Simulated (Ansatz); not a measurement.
# BrClH3InOSi: small, medium and large basis sets

Aim: see how fast density functionals converge with the basis set for BrClH3InOSi.

Program: Ansatz 0.2.0, Gaussian basis. Level of theory: one geometry, several basis sets. These are calculated values, not measurements.

Plan: PBE0-D4/def2-SVP; ωB97M-V/def2-SVP; PBE0-D4/def2-QZVPP; ωB97M-V/def2-QZVPP; the functionals' def2-TZVPP values are taken from earlier runs.

## Step 1: The geometry

An earlier PBE0-D4 in a triple-zeta def2 set relaxation fixed the geometry. In takes the def2 core potential; no spin-orbit term is included.

SMILES `[SiH3][O][In]([Cl])[Br]`, 8 atoms, charge 0, spin multiplicity 1.

Atoms are counted from 1 here; the program's logs count them from 0.

Bond lengths: Si1–O2 1.638 Å, Si1–H6 1.487 Å, Si1–H7 1.487 Å, Si1–H8 1.490 Å, O2–In3 1.952 Å, In3–Cl4 2.300 Å, In3–Br5 2.425 Å. Angles: O2–Si1–H6 109.6°, O2–Si1–H7 109.3°, O2–Si1–H8 111.3°, H6–Si1–H7 109.1°, H6–Si1–H8 108.7°, H7–Si1–H8 108.8°, Si1–O2–In3 137.1°, O2–In3–Cl4 118.4°, O2–In3–Br5 118.9°, Cl4–In3–Br5 122.7°.

## Step 2: PBE0-D4 in def2-SVP

File in.yaml:

```yaml
crystal:
  periodic: [false, false, false]
  atoms:
    - {symbol: Si, position_ang: [1.027194, -0.569215, 0.992349]}
    - {symbol: O, position_ang: [0.265612, 0.646106, 0.201355]}
    - {symbol: In, position_ang: [-1.153361, 0.817525, -1.127587]}
    - {symbol: Cl, position_ang: [-2.152328, -1.097524, -1.916489]}
    - {symbol: Br, position_ang: [-1.793072, 3.032392, -1.878630]}
    - {symbol: H, position_ang: [2.459188, -0.605486, 0.592900]}
    - {symbol: H, position_ang: [0.935785, -0.334677, 2.457481]}
    - {symbol: H, position_ang: [0.410981, -1.889110, 0.678620]}
basis:
  gaussian: {orbitals: def2-SVP}
hamiltonian: {xc: pbe0, dispersion: d4}
output: {orbitals: {seedname: orbitals}}
```

Run with:

```console
$ ansatz run in.yaml --threads 4 --pin off --events-out ev --progress --plain --max-ram 10444MiB
```

The runs that follow: ωB97M-V in def2-SVP; PBE0-D4 in def2-QZVPP; ωB97M-V in def2-QZVPP.

**Question.** What will the summary of the whole plan be? Wanted: PBE0-D4: double and triple zeta above quadruple; ωB97M-V: double and triple zeta above quadruple.

**Answer**, as computed:

| quantity | value |
| --- | --- |
| PBE0-D4: double and triple zeta above quadruple | 20.87, 2.25 eV |
| ωB97M-V: double and triple zeta above quadruple | 20.73, 2.15 eV |

In words: PBE0-D4 gains 18.61 eV from double to triple zeta, then 2.25 eV more. These are total energies; as a rule much of such shifts cancels in differences, which this series doesn't test.
